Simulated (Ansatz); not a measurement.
# In3BiO3: the cost of one run

Program: Ansatz 0.2.0. Level of theory: DFT PBE, scalar-relativistic, plane waves, PAW, unless a step names another level. These are calculated values, not measurements.

3 further runs of the same task are left out: 3 that didn't finish. Runs told in other sessions of the task aren't counted.

## (1) The structure to begin with

Symmetry: R3m, No. 160, trigonal system. Conventional cell: a = 8.010 Å, b = 8.010 Å, c = 7.806 Å, α = 90.00°, β = 90.00°, γ = 120.00°. Around In (site symmetry m) lie 3 O at 2.17 Å. Bi (site symmetry 3m) has 3 In at 2.93 Å and 3 O at 3.02 Å in its first shell of neighbours. O (site symmetry m) is surrounded by 3 In at 2.17 Å and 1 Bi at 3.02 Å.

Coordinates:

```
CELL_PARAMETERS angstrom
4.00522 2.31242 2.60192
-4.00522 2.31242 2.60192
0.00000 -4.62483 2.60192
ATOMIC_POSITIONS crystal
In 0.85102 0.36310 0.36310
In 0.36310 0.36310 0.85102
In 0.36310 0.85102 0.36310
Bi 0.97067 0.97067 0.97067
O 0.60288 0.18637 0.60288
O 0.60288 0.60288 0.18637
O 0.18637 0.60288 0.60288
```

It came out lowest among 25 distinct ends of the trial cells. At a tolerance of 0.02 Å it has space group R3m (No. 160).

## (2) A stricter relaxation, on the response runs' mesh and smearing

File input.yaml:

```yaml
crystal:
  lattice:
    - [4.0052239931, 2.3124171506, 2.6019213378]
    - [-4.0052239931, 2.3124171506, 2.6019213378]
    - [0.0, -4.6248343012, 2.6019213378]
  atoms:
    - { symbol: In, position: [0.8510158776, 0.3630957244, 0.3630957244] }
    - { symbol: In, position: [0.3630957244, 0.3630957244, 0.8510158776] }
    - { symbol: In, position: [0.3630957244, 0.8510158776, 0.3630957244] }
    - { symbol: Bi, position: [0.9706711304, 0.9706711304, 0.9706711304] }
    - { symbol: O, position: [0.6028763476, 0.1863688479, 0.6028763476] }
    - { symbol: O, position: [0.6028763476, 0.6028763476, 0.1863688479] }
    - { symbol: O, position: [0.1863688479, 0.6028763476, 0.6028763476] }
basis:
  ecutwfc: 420
kpoints:
  mp_grid: { grid: [6, 6, 6] }
hamiltonian:
  xc: pbe
scf:
  occupations: { method: fixed }
output:
  forces: true
  stress: true
  eigenvalues: true
relax:
  adjacent_minimum: "off"
  f_tol: 0.001
  max_steps: 60
  cell: { stress_tol: 0.01 }
```

On the command line:

```
$ ansatz run input.yaml --threads 3 --pin off --max-ram 7680MiB --backend cpu --events-out ev --progress --plain --runs-dir out
```

Q: Estimate wall time and peak memory on 3 threads of Intel Xeon 6975P-C (Granite Rapids), shared host.

About 16 s, with a peak of 0.55 GiB.
